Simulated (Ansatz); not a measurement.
**CH8BGaSi: up Jacob's ladder to CCSD(T)**

Aim: compute CH8BGaSi with functionals from several rungs and with coupled cluster, and see how far each lands from CCSD(T) at the basis-set limit for the atomisation energy.

The runs use Ansatz 0.2.0, Gaussian basis; functionals in def2-TZVPP, the program's frozen cores in correlated methods.

Levels to be run: LDA (SPW92), PBE-D4, revPBE-D4, BLYP-D4, r2SCAN-D4, B97M-V, PBE0-D4, B3LYP-D4, r2SCANh-D4, r2SCAN0-D4, HSE06-D4, BHLYP-D4, CAM-B3LYP-D4, LC-ωPBE, ωB97X-V, ωB97M-V, B2PLYP, PBE-QIDH; CCSD(T)/def2-SVP; CCSD(T)/def2-TZVPP; MP2/def2-QZVPP; extrapolation to the limit; RPA on PBE.

### Step 1. Structure used throughout

The geometry comes from an earlier relaxation with PBE0-D4 in a triple-zeta def2 set; it is a stationary point, not always the lowest conformer.

12 atoms, charge 0, spin multiplicity 1.

Atoms are counted from 1 here; the program's logs count them from 0.

Bond lengths: B1–Ga2 2.059 Å, B1–H5 1.199 Å, B1–H6 1.199 Å, Ga2–Si3 2.424 Å, Ga2–H7 1.581 Å, Si3–C4 1.881 Å, Si3–H8 1.493 Å, Si3–H9 1.496 Å, C4–H10 1.092 Å, C4–H11 1.092 Å, C4–H12 1.092 Å. Angles: Ga2–B1–H5 122.2°, Ga2–B1–H6 121.9°, H5–B1–H6 115.8°, B1–Ga2–Si3 123.0°, B1–Ga2–H7 121.1°, Si3–Ga2–H7 115.9°, Ga2–Si3–C4 114.2°, Ga2–Si3–H8 110.6°, Ga2–Si3–H9 107.0°, C4–Si3–H8 109.5°, C4–Si3–H9 109.3°, H8–Si3–H9 105.9°, Si3–C4–H10 110.9°, Si3–C4–H11 110.6°, Si3–C4–H12 110.8°, H10–C4–H11 108.4°, H10–C4–H12 108.2°, H11–C4–H12 107.8°.

### Step 2. LDA

This LDA is Slater exchange with PW92 correlation.

in.yaml reads:

```yaml
crystal:
  periodic: [false, false, false]
  atoms:
    - {symbol: B, position_ang: [-0.833904, 2.959587, 0.527461]}
    - {symbol: Ga, position_ang: [0.382938, 1.352087, 0.107117]}
    - {symbol: Si, position_ang: [-0.472409, -0.877797, -0.308235]}
    - {symbol: C, position_ang: [0.818486, -2.237795, -0.163211]}
    - {symbol: H, position_ang: [-1.314897, 3.639802, -0.334684]}
    - {symbol: H, position_ang: [-1.136506, 3.249316, 1.650945]}
    - {symbol: H, position_ang: [1.951981, 1.520019, 0.009873]}
    - {symbol: H, position_ang: [-1.617239, -1.179055, 0.602119]}
    - {symbol: H, position_ang: [-1.037725, -0.877537, -1.693170]}
    - {symbol: H, position_ang: [0.386980, -3.212578, -0.401846]}
    - {symbol: H, position_ang: [1.649756, -2.052776, -0.846849]}
    - {symbol: H, position_ang: [1.222540, -2.283273, 0.850489]}
basis:
  gaussian: {orbitals: def2-TZVPP}
hamiltonian: {xc: lda}
output: {orbitals: {seedname: orbitals}}
```

The runs that follow: PBE-D4 (GGA); revPBE-D4 (GGA); BLYP-D4 (GGA); r2SCAN-D4 (meta-GGA); B97M-V (meta-GGA); PBE0-D4 (hybrid); B3LYP-D4 (hybrid); r2SCANh-D4 (hybrid); r2SCAN0-D4 (hybrid); HSE06-D4 (hybrid); BHLYP-D4 (hybrid); CAM-B3LYP-D4 (range-separated); LC-ωPBE (range-separated); ωB97X-V (range-separated); ωB97M-V (range-separated); B2PLYP (double hybrid); PBE-QIDH (double hybrid); CCSD(T) in def2-SVP; CCSD(T) in def2-TZVPP; MP2 in def2-QZVPP; RPA on PBE orbitals.

Q: Predict the results of all the runs planned. Wanted: atomisation energy, CCSD(T)/CBS; farthest beyond LDA; mean size of error, GGA; mean size of error, meta-GGA; mean size of error, hybrid; mean size of error, range-separated; mean size of error, double hybrid; gap, smallest and largest; T1 diagnostic.

As calculated:

```
                               quantity                                                                                                                              value
        atomisation energy, CCSD(T)/CBS                                                                                                                          38.363 eV
    functionals within 0.384 eV (1.0 %)  PBE-D4, r2SCAN-D4, B97M-V, PBE0-D4, B3LYP-D4, r2SCANh-D4, r2SCAN0-D4, HSE06-D4, CAM-B3LYP-D4, LC-ωPBE, ωB97X-V, ωB97M-V, PBE-QIDH
                    farthest beyond LDA                                                                                                              revPBE-D4 (-0.639 eV)
                mean size of error, GGA                                                                                                                           0.377 eV
           mean size of error, meta-GGA                                                                                                                           0.267 eV
             mean size of error, hybrid                                                                                                                           0.124 eV
    mean size of error, range-separated                                                                                                                           0.131 eV
      mean size of error, double hybrid                                                                                                                           0.312 eV
              gap, smallest and largest                                                                                           2.70 eV (LDA (SPW92)), 9.58 eV (LC-ωPBE)
                          T1 diagnostic                                                                                                                             0.0132
triples share of the correlation energy                                                                                                                              3.6 %
```

The LDA atomisation energy is off by 4.305 eV (11 %): it overbinds. PBE-D4 is off by +0.011 eV. Double hybrids carry the basis error of their MP2 part in triple zeta, and no dispersion term here, so their miss is partly the set-up's. The rungs hybrid, range-separated, meta-GGA, double hybrid, GGA miss on average by less than the doubt on the reference (0.384 eV), so they tie. Misses under about 0.384 eV are within the doubt on the reference itself, which lacks core-valence correlation, relativity and higher excitations, and its outer-core shells are covered unevenly. Hartree-Fock recovers 77 % of the binding; the rest is correlation. CCSD(T) in def2-SVP is off by -1.985 eV, worse than the median functional, from the basis alone. The gap grows from 2.7 to 9.6 eV across the functionals, mostly with the share of exact exchange. Correlated methods include outer-core shells of Ga, which these sets cover unevenly.
